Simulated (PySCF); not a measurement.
**C4H8Si: electronic excitations at several levels of theory**

Aim: compute the electronic excitations of C4H8Si (`CC#CC[SiH3]`) at several levels, and see how far they spread and what each costs.

Computed with PySCF 2.14.0, with density-fitted response routines of our own, on a single molecule in the gas phase. Atoms are numbered from 0 throughout.

### Step 1. The molecule as given

13 atoms, charge 0, multiplicity 1; geometry from: GFN2-xTB. The atoms were then displaced at random by about 0.01 Å, so the start is not that level's minimum.

Bonds of the start (Å): C0–C1 1.46, C1–C2 1.21, C2–C3 1.40, C3–Si4 1.93, C0–H5 1.09, C0–H6 1.11, C0–H7 1.07, C3–H8 1.08, C3–H9 1.11, Si4–H10 1.47, Si4–H11 1.48, Si4–H12 1.46.

### Step 2. Optimising the geometry at PBE0-D3(BJ)/def2-SVP

What the job is given:

```
{"job": {"xc": "PBE0", "basis": "def2-SVP", "d3": "d3bj", "grid": 1, "shake": 0.01, "kind": "geom"}, "charge": 0, "multiplicity": 1}
C      2.739340     0.568640    -0.216270
C      1.401810     0.050980     0.075750
C      0.309300    -0.405250     0.324400
C     -0.944190    -0.940120     0.626660
Si    -2.372740     0.162620    -0.070130
H      3.135610     1.071660     0.664950
H      2.658630     1.334690    -1.015570
H      3.402800    -0.199240    -0.547340
H     -1.053050    -1.940080     0.220870
H     -1.083470    -1.046480     1.723930
H     -3.664520    -0.448620     0.291860
H     -2.264140     1.497410     0.554180
H     -2.259560     0.276910    -1.522210
```

Run with:

```
> OMP_NUM_THREADS=1 python probes_run.py task.json out
```

One launch serves the whole session: the jobs run in the order shown.

The log of the run:

```text
step   0  E = -446.14610129  max force = 0.043328
step   1  E = -446.15085237  max force = 0.009132
step   2  E = -446.15113602  max force = 0.003011
step   3  E = -446.15116297  max force = 0.000595
step   4  E = -446.15116679  max force = 0.000250
optimisation converged
```

It took 21 s on 1 thread of Arm Neoverse V1, shared host; peak memory 0.46 GiB.

Relaxation path:

```tsv
step	energy from step 0 (eV)	largest force component (eV/Å)
0	0.0000	2.2280
1	-0.1293	0.4696
2	-0.1370	0.1548
3	-0.1377	0.0306
4	-0.1378	0.0129
```

Close pairs (by a distance rule), those that changed most:

```tsv
bond	before (Å)	after (Å)	change (Å)
C2–C3	1.396	1.452	+0.056
C3–Si4	1.935	1.899	-0.036
C0–H7	1.067	1.101	+0.034
Si4–H12	1.461	1.493	+0.032
Si4–H10	1.474	1.496	+0.022
C3–H8	1.085	1.104	+0.019
Si4–H11	1.478	1.493	+0.015
C0–H5	1.089	1.101	+0.012
```

The final coordinates are the input of the step that follows.

```tsv
at the end point	value
point group (found at 0.08 Å tolerance)	C1
rotational constants (GHz, main isotopes)	12.444, 1.503, 1.387
dipole moment (D)	0.53
```

### Step 3. TDDFT and polarisability: PBE0/def2-TZVP

What the job is given:

```
{"job": {"kind": "uv", "xc": "PBE0", "basis": "def2-TZVP"}, "charge": 0, "multiplicity": 1}
C      2.759765     0.695946    -0.230686
C      1.482275     0.100590     0.128069
C      0.422461    -0.404235     0.434913
C     -0.874599    -0.959120     0.777365
Si    -2.277577     0.227182     0.297237
H      3.209758     1.216735     0.629249
H      2.645886     1.431152    -1.043045
H      3.476604    -0.068374    -0.569532
H     -1.040371    -1.921677     0.262797
H     -0.944386    -1.165547     1.859548
H     -3.594998    -0.369100     0.682209
H     -2.104258     1.528269     1.007950
H     -2.260727     0.461739    -1.176683
```

With the program's defaults for keys left out, this is: TDDFT PBE0/def2-TZVP, vertical, gas phase, core orbitals frozen in the response.

The log of the run:

```text
coarse grid: 10928 points
cycle   1  E = -446.3843031964  dE =  2.838e-01  |g| = 3.752e-01  |ddm| = 2.808e+00
cycle   2  E = -446.3866340218  dE = -2.331e-03  |g| = 3.484e-01  |ddm| = 1.094e+00
cycle   3  E = -446.4205711785  dE = -3.394e-02  |g| = 3.679e-02  |ddm| = 4.634e-01
cycle   4  E = -446.4209431397  dE = -3.720e-04  |g| = 8.864e-03  |ddm| = 6.194e-02
cycle   5  E = -446.4209570272  dE = -1.389e-05  |g| = 5.257e-03  |ddm| = 1.791e-02
cycle   6  E = -446.4209626889  dE = -5.662e-06  |g| = 2.161e-03  |ddm| = 4.649e-03
final grid: 99736 points
cycle   7  E = -446.4111535905  dE = -2.910e-05  |g| = 7.276e-03  |ddm| = 1.391e-01
cycle   8  E = -446.4111294103  dE =  2.418e-05  |g| = 1.225e-02  |ddm| = 1.435e-02
cycle   9  E = -446.4111649951  dE = -3.558e-05  |g| = 2.683e-03  |ddm| = 9.001e-03
cycle  10  E = -446.4111667827  dE = -1.788e-06  |g| = 1.552e-04  |ddm| = 2.038e-03
cycle  11  E = -446.4111667882  dE = -5.477e-09  |g| = 7.005e-05  |ddm| = 2.857e-04
cycle  12  E = -446.4111667894  dE = -1.183e-09  |g| = 1.247e-05  |ddm| = 7.283e-05
cycle  13  E = -446.4111667894  dE = -4.479e-11  |g| = 2.043e-06  |ddm| = 2.280e-05
converged SCF energy = -446.4111667894

Static polarisability (au): isotropic 75.815, principal 57.837 63.036 106.572

Singlet excitations
state   eV       nm        f      main configurations
  1   6.2730    197.6   0.00047   H->L+2 0.70, H-1->L+1 0.10
  2   6.4464    192.3   0.02447   H->L 0.92
  3   6.5438    189.5   0.02007   H->L+1 0.53, H-1->L+2 0.28
  4   6.5749    188.6   0.00104   H-1->L+1 0.54, H-1->L 0.18, H->L+2 0.12
  5   6.7755    183.0   0.00027   H-1->L 0.77, H-1->L+1 0.21
  6   7.1951    172.3   0.01541   H->L+3 0.84, H->L+1 0.10
  7   7.4777    165.8   0.00113   H-1->L+3 0.86
  8   7.5404    164.4   0.00171   H->L+4 0.82, H->L+5 0.09
  9   7.5721    163.7   0.00117   H->L+5 0.79, H->L+4 0.13
 10   7.8735    157.5   0.22228   H-1->L+2 0.37, H-1->L+5 0.34, H-1->L+4 0.15

Triplet excitations (Tamm-Dancoff, eV): 5.1944 5.6575 5.6695 6.2574
```

It took 25 s on 1 thread of Arm Neoverse V1, shared host; peak memory 0.8 GiB.

The orbitals next to the gap, with their largest atomic shares:

```tsv
orbital	eV	atoms
HOMO−3	-9.56	Si4 45 %, H10 27 %, H12 12 %
HOMO−2	-9.51	Si4 44 %, H11 26 %, H12 23 %
HOMO−1	-7.24	C2 39 %, C1 38 %, C0 6 %
HOMO	-6.95	C1 36 %, C2 32 %, C3 11 %
LUMO	0.59	Si4 67 %, H8 7 %, C3 7 %
LUMO+1	1.08	Si4 25 %, C1 18 %, C2 15 %
LUMO+2	1.17	Si4 28 %, C2 19 %, C1 19 %
```

With each of the 10 states as a Gaussian band of 0.4 eV half-width at 1/e, the curve within the window shown has maxima at 191 nm (ε 1,900), 158 nm (ε 9,100) L/(mol cm). Beyond the last state computed it falls off for lack of states. The curve at chosen wavelengths:

```json
{"nm": "152", "ε (L/mol/cm)": "5143"}
{"nm": "155", "ε (L/mol/cm)": "7989"}
{"nm": "157", "ε (L/mol/cm)": "9005"}
{"nm": "160", "ε (L/mol/cm)": "8549"}
{"nm": "163", "ε (L/mol/cm)": "6395"}
{"nm": "165", "ε (L/mol/cm)": "4750"}
{"nm": "168", "ε (L/mol/cm)": "2779"}
{"nm": "170", "ε (L/mol/cm)": "1936"}
{"nm": "173", "ε (L/mol/cm)": "1250"}
{"nm": "176", "ε (L/mol/cm)": "1004"}
{"nm": "178", "ε (L/mol/cm)": "993"}
{"nm": "181", "ε (L/mol/cm)": "1144"}
{"nm": "184", "ε (L/mol/cm)": "1419"}
{"nm": "186", "ε (L/mol/cm)": "1614"}
{"nm": "189", "ε (L/mol/cm)": "1825"}
{"nm": "192", "ε (L/mol/cm)": "1855"}
{"nm": "194", "ε (L/mol/cm)": "1763"}
{"nm": "197", "ε (L/mol/cm)": "1491"}
{"nm": "200", "ε (L/mol/cm)": "1139"}
{"nm": "202", "ε (L/mol/cm)": "903"}
{"nm": "205", "ε (L/mol/cm)": "592"}
{"nm": "207", "ε (L/mol/cm)": "427"}
{"nm": "210", "ε (L/mol/cm)": "246"}
{"nm": "213", "ε (L/mol/cm)": "132"}
{"nm": "215", "ε (L/mol/cm)": "84"}
{"nm": "218", "ε (L/mol/cm)": "41"}
```

Ground-state properties from the same run:

```tsv
property	computed
dipole moment (D)	0.55
polarisability (Å³)	11.23
HOMO–LUMO gap (eV)	7.54
−ε(HOMO) (eV)	6.95
```

### Step 4. Ultraviolet spectrum: PBE0/aug-cc-pVDZ

The job, as its differences from that of step 3:

```diff
@@ -1,2 +1,2 @@
-{"job": {"kind": "uv", "xc": "PBE0", "basis": "def2-TZVP"}, "charge": 0, "multiplicity": 1}
+{"job": {"kind": "uv", "xc": "PBE0", "basis": "aug-cc-pVDZ"}, "charge": 0, "multiplicity": 1}
 C      2.759765     0.695946    -0.230686
```

With the program's defaults for keys left out, this is: TDDFT PBE0/aug-cc-pVDZ, vertical, gas phase, core orbitals frozen in the response.

The log of the run:

```text
coarse grid: 10928 points
cycle   1  E = -446.3140612612  dE =  3.281e-01  |g| = 3.248e-01  |ddm| = 1.103e+01
cycle   2  E = -446.3167476595  dE = -2.686e-03  |g| = 3.052e-01  |ddm| = 2.257e+00
cycle   3  E = -446.3455393584  dE = -2.879e-02  |g| = 2.935e-02  |ddm| = 1.062e+00
cycle   4  E = -446.3457986551  dE = -2.593e-04  |g| = 7.914e-03  |ddm| = 1.564e-01
cycle   5  E = -446.3458070331  dE = -8.378e-06  |g| = 5.978e-03  |ddm| = 3.684e-02
cycle   6  E = -446.3458153389  dE = -8.306e-06  |g| = 1.909e-03  |ddm| = 1.377e-02
final grid: 99736 points
cycle   7  E = -446.3573389821  dE = -1.226e-05  |g| = 6.618e-03  |ddm| = 2.792e-01
cycle   8  E = -446.3573237724  dE =  1.521e-05  |g| = 1.022e-02  |ddm| = 4.633e-02
cycle   9  E = -446.3573494105  dE = -2.564e-05  |g| = 2.583e-03  |ddm| = 2.326e-02
cycle  10  E = -446.3573511514  dE = -1.741e-06  |g| = 1.020e-04  |ddm| = 6.088e-03
cycle  11  E = -446.3573511540  dE = -2.527e-09  |g| = 5.365e-05  |ddm| = 5.423e-04
cycle  12  E = -446.3573511547  dE = -7.294e-10  |g| = 1.030e-05  |ddm| = 1.893e-04
converged SCF energy = -446.3573511547

Static polarisability (au): isotropic 80.443, principal 62.279 67.811 111.239

Singlet excitations
state   eV       nm        f      main configurations
  1   5.7760    214.7   0.00270   H->L 0.96
  2   6.0464    205.1   0.00204   H-1->L 0.96
  3   6.2007    200.0   0.00058   H->L+3 0.30, H->L+4 0.26, H->L+12 0.14
  4   6.2506    198.4   0.00402   H->L+1 0.97
  5   6.3660    194.8   0.06699   H->L+2 0.62
  6   6.4608    191.9   0.00127   H-1->L+2 0.44, H-1->L+6 0.19
  7   6.5290    189.9   0.00005   H-1->L+1 0.93
  8   6.6749    185.7   0.00894   H->L+6 0.39, H->L+2 0.29, H-1->L+3 0.08
  9   6.7734    183.0   0.00370   H->L+3 0.52, H->L+4 0.39
 10   6.8979    179.7   0.00195   H->L+5 0.90

Triplet excitations (Tamm-Dancoff, eV): 5.1839 5.6422 5.6543 5.6889
```

Wall time 22 s (1 thread of Arm Neoverse V1, shared host); peak memory 0.79 GiB.

This run: HOMO -6.94 eV, LUMO -0.15 eV; lowest singlet 5.78 eV.

### Step 5. Ultraviolet spectrum: PBE0/def2-TZVPD

The job, as its differences from that of step 4:

```diff
@@ -1,2 +1,2 @@
-{"job": {"kind": "uv", "xc": "PBE0", "basis": "aug-cc-pVDZ"}, "charge": 0, "multiplicity": 1}
+{"job": {"kind": "uv", "xc": "PBE0", "basis": "def2-TZVPD"}, "charge": 0, "multiplicity": 1}
 C      2.759765     0.695946    -0.230686
```

With the program's defaults for keys left out, this is: TDDFT PBE0/def2-TZVPD, vertical, gas phase, core orbitals frozen in the response.

The log of the run:

```text
coarse grid: 10928 points
cycle   1  E = -446.3848059476  dE =  2.841e-01  |g| = 3.754e-01  |ddm| = 8.565e+00
cycle   2  E = -446.3864495465  dE = -1.644e-03  |g| = 3.510e-01  |ddm| = 1.320e+00
cycle   3  E = -446.4210247099  dE = -3.458e-02  |g| = 3.800e-02  |ddm| = 5.510e-01
cycle   4  E = -446.4214225525  dE = -3.978e-04  |g| = 9.409e-03  |ddm| = 8.394e-02
cycle   5  E = -446.4214381837  dE = -1.563e-05  |g| = 5.557e-03  |ddm| = 2.236e-02
cycle   6  E = -446.4214444942  dE = -6.311e-06  |g| = 2.270e-03  |ddm| = 7.860e-03
final grid: 99736 points
cycle   7  E = -446.4116450798  dE = -3.013e-05  |g| = 7.395e-03  |ddm| = 2.224e-01
cycle   8  E = -446.4116185493  dE =  2.653e-05  |g| = 1.270e-02  |ddm| = 1.809e-02
cycle   9  E = -446.4116569733  dE = -3.842e-05  |g| = 2.657e-03  |ddm| = 1.135e-02
cycle  10  E = -446.4116587295  dE = -1.756e-06  |g| = 1.542e-04  |ddm| = 2.488e-03
cycle  11  E = -446.4116587351  dE = -5.570e-09  |g| = 6.759e-05  |ddm| = 3.993e-04
cycle  12  E = -446.4116587362  dE = -1.090e-09  |g| = 1.302e-05  |ddm| = 1.209e-04
cycle  13  E = -446.4116587362  dE = -4.798e-11  |g| = 2.140e-06  |ddm| = 3.104e-05
converged SCF energy = -446.4116587362

Static polarisability (au): isotropic 80.078, principal 62.045 67.594 110.595

Singlet excitations
state   eV       nm        f      main configurations
  1   5.9631    207.9   0.00117   H->L 0.98
  2   6.2219    199.3   0.00141   H->L+3 0.54, H-1->L 0.15, H->L+6 0.10
  3   6.2504    198.4   0.00143   H-1->L 0.82, H->L+3 0.12
  4   6.4327    192.7   0.05862   H->L+1 0.41, H-1->L+3 0.23, H->L+4 0.15
  5   6.5063    190.6   0.00091   H-1->L+1 0.30, H-1->L+4 0.25, H-1->L+2 0.17
  6   6.5491    189.3   0.00424   H->L+2 0.56, H->L+1 0.36
  7   6.8203    181.8   0.00039   H-1->L+2 0.48, H-1->L+1 0.48
  8   6.8662    180.6   0.02453   H->L+4 0.48, H->L+2 0.26, H->L+1 0.17
  9   7.2114    171.9   0.00116   H-1->L+4 0.54, H-1->L+2 0.26, H-1->L+1 0.15
 10   7.3246    169.3   0.03708   H->L+5 0.56, H->L+6 0.14, H->L+4 0.10

Triplet excitations (Tamm-Dancoff, eV): 5.1787 5.6339 5.6476 5.8334
```

Run time: 36 s. Hardware: 1 thread of Arm Neoverse V1, shared host; peak memory 0.92 GiB.

In short: HOMO -6.96 eV, LUMO 0.12 eV; lowest singlet 5.96 eV.

### Step 6. Excited states and response: PBE0/6-31+G*

The job, as its differences from that of step 5:

```diff
@@ -1,2 +1,2 @@
-{"job": {"kind": "uv", "xc": "PBE0", "basis": "def2-TZVPD"}, "charge": 0, "multiplicity": 1}
+{"job": {"kind": "uv", "xc": "PBE0", "basis": "6-31+G*"}, "charge": 0, "multiplicity": 1}
 C      2.759765     0.695946    -0.230686
```

Method: TDDFT PBE0/6-31+G*, vertical, gas phase, core orbitals frozen in the response.

The log of the run:

```text
coarse grid: 10928 points
cycle   1  E = -446.3448690771  dE =  3.080e-01  |g| = 3.407e-01  |ddm| = 3.973e+02
cycle   2  E = -446.3483429096  dE = -3.474e-03  |g| = 3.149e-01  |ddm| = 1.152e+01
cycle   3  E = -446.3788544074  dE = -3.051e-02  |g| = 2.817e-02  |ddm| = 7.347e+00
cycle   4  E = -446.3790897362  dE = -2.353e-04  |g| = 6.201e-03  |ddm| = 3.127e-01
cycle   5  E = -446.3790968944  dE = -7.158e-06  |g| = 3.495e-03  |ddm| = 6.139e-02
cycle   6  E = -446.3790994605  dE = -2.566e-06  |g| = 1.512e-03  |ddm| = 1.088e-02
final grid: 99736 points
cycle   7  E = -446.3282987373  dE = -1.276e-05  |g| = 6.528e-03  |ddm| = 4.474e-01
cycle   8  E = -446.3282867104  dE =  1.203e-05  |g| = 9.548e-03  |ddm| = 9.307e-02
cycle   9  E = -446.3283090344  dE = -2.232e-05  |g| = 2.566e-03  |ddm| = 5.593e-02
cycle  10  E = -446.3283107310  dE = -1.697e-06  |g| = 1.019e-04  |ddm| = 1.184e-02
cycle  11  E = -446.3283107330  dE = -2.056e-09  |g| = 6.212e-05  |ddm| = 1.736e-03
cycle  12  E = -446.3283107340  dE = -9.999e-10  |g| = 7.016e-06  |ddm| = 3.602e-04
converged SCF energy = -446.3283107340

Static polarisability (au): isotropic 71.592, principal 54.137 58.687 101.953

Singlet excitations
state   eV       nm        f      main configurations
  1   5.9098    209.8   0.00260   H->L 0.97
  2   6.1869    200.4   0.00344   H-1->L 0.95
  3   6.3078    196.6   0.00024   H->L+3 0.43, H->L+5 0.21, H-1->L+1 0.11
  4   6.4794    191.4   0.08038   H->L+1 0.55, H-1->L+3 0.14, H-1->L+5 0.08
  5   6.5522    189.2   0.00219   H-1->L+1 0.45, H->L+3 0.15, H-1->L+4 0.12
  6   6.6052    187.7   0.01124   H->L+2 0.90
  7   6.8665    180.6   0.00161   H-1->L+2 0.89
  8   6.9213    179.1   0.02750   H->L+4 0.44, H->L+1 0.29, H-1->L+3 0.10
  9   7.2128    171.9   0.00768   H->L+5 0.51, H->L+3 0.29, H-1->L+4 0.09
 10   7.2588    170.8   0.00021   H-1->L+4 0.48, H-1->L+1 0.24, H->L+5 0.12

Triplet excitations (Tamm-Dancoff, eV): 5.1984 5.6915 5.6965 5.7892
```

Wall time 9.9 s (1 thread of Arm Neoverse V1, shared host); peak memory 0.59 GiB.

This run: HOMO -6.92 eV, LUMO 0.04 eV; lowest singlet 5.91 eV.

### Step 7. Side by side: electronic excitations

Excitations and ground-state properties, with basis size and wall time:

```tsv
run	lowest singlet (eV)	brightest (eV)	f	gap (eV)	α (Å³)	μ (D)	functions	time
PBE0/def2-TZVP	6.27	7.87	0.222	7.54	11.23	0.55	209	25 s
PBE0/aug-cc-pVDZ	5.78	6.37	0.067	6.79	11.92	0.54	191	22 s
PBE0/def2-TZVPD	5.96	6.43	0.059	7.07	11.87	0.55	263	36 s
PBE0/6-31+G*	5.91	6.48	0.080	6.96	10.61	0.49	110	9.9 s
```

### Step 8. Outcome

| quantity | value |
| --- | --- |
| point group | C1 |
| rotational constants (main isotopes) | 12.44, 1.50, 1.39 GHz |
| lowest singlet (PBE0/def2-TZVP) | 6.27 eV (198 nm), f = 0.000 |
| brightest single state of those computed | state 10, 7.87 eV, f = 0.222 |
| lowest triplet | 5.19 eV |
| range of the lowest singlet | 5.78 to 6.27 eV |

**Reading.** Single values in the summary come from the first run of each kind that ended normally (PBE0/def2-TZVP), which need not be the best level. Over 4 steps the energy fell by 0.138 eV; of the close pairs, C2–C3 changed most, 1.396 to 1.452 Å. No frequency check was run at this level, so the end point may be a saddle. The first singlet state (HOMO→LUMO+2 0.70, HOMO−1→LUMO+1 0.10) lies at 6.27 eV and is dark; of the 10 states computed, the strongest absorption comes from state 10 at 7.87 eV (the last computed, so partners may be missing). The lowest triplet lies 1.08 eV below the lowest singlet (triplets in Tamm-Dancoff, singlets in full TDDFT). States above −ε(HOMO) lie where TDDFT describes them poorly and they hang on the basis; the brightest is among them. The basis of PBE0/def2-TZVP has no diffuse functions, so Rydberg states are missing and the high states are unreliable. The lowest singlet runs from 5.78 eV (PBE0/aug-cc-pVDZ) to 6.27 eV (PBE0/def2-TZVP), while the orbital gap spans 6.79 to 7.54 eV. The lowest state need not be the same one in every run. The runs solved for a few states only, so the brightest column depends on that window.
